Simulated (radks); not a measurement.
**Valence configurations of Cr⁺**

An exercise on one series of results from a longer session: the logs are not shown, and one member is left open.

The numbers are computed with radks (a radial shooting solver on a logarithmic mesh, Libxc functionals) version 1 (scalar-relativistic Kohn-Sham, r2SCAN, spin-polarised, spherical densities, finite nucleus; open shells are filled with parallel spins first), except any that are marked as measured or tabulated.

**Starting point**

```
element            : chromium (Z = 24)
charge             : +1
electrons          : 23
configuration      : [Ar] 3d5
nuclear rms radius : 3.6452 fm
others tried       : 3d4 4s1; 3d4 4p1; 3d3 4p2; 3d3.5 4p1.5; 3d4.5 4p0.5; 3d3 4s1 4p1; 3d2.5 4s2 4p0.5; 3d2.5 4s1 4p1.5; 3d3 4s2
```

The outer shells:

Cr⁺
```
[Ar] core
3d [↑ ][↑ ][↑ ][↑ ][↑ ]
```

Set-up of the first run:

Input:

```text
Z 24
configuration [Ar] 3d5
relativity scalar-relativistic
functional r2scan,r2scan
spin polarised
nucleus finite rms 3.6452 fm
c 137.035999084
```

Among the steps run: [Ar] 3d5.

One of the session's tables, all rows but one given; the rest of the session is left out.

It belongs to the step «[Ar] 3d5». Radial moments (bohr):

```
  level     <r>  outermost maximum (interpolated)  90 % within  nodes
2s down  0.2920                             0.243        0.453      1
  2p up  0.2600                             0.198        0.426      0
2p down       ?                                 ?            ?      ?
  3s up  0.9041                             0.777         1.36      2
3s down  0.9070                             0.778         1.36      2
  3p up  0.9694                             0.800         1.50      1
3p down  0.9729                             0.802         1.50      1
  3d up   1.365                             0.844         2.42      0
```

**Question.** Estimate the row for 2p down.

The run gave: <r>: 0.2592; outermost maximum (interpolated): 0.198; 90 % within: 0.425; nodes: 0. In the column «<r>» it is the lowest.
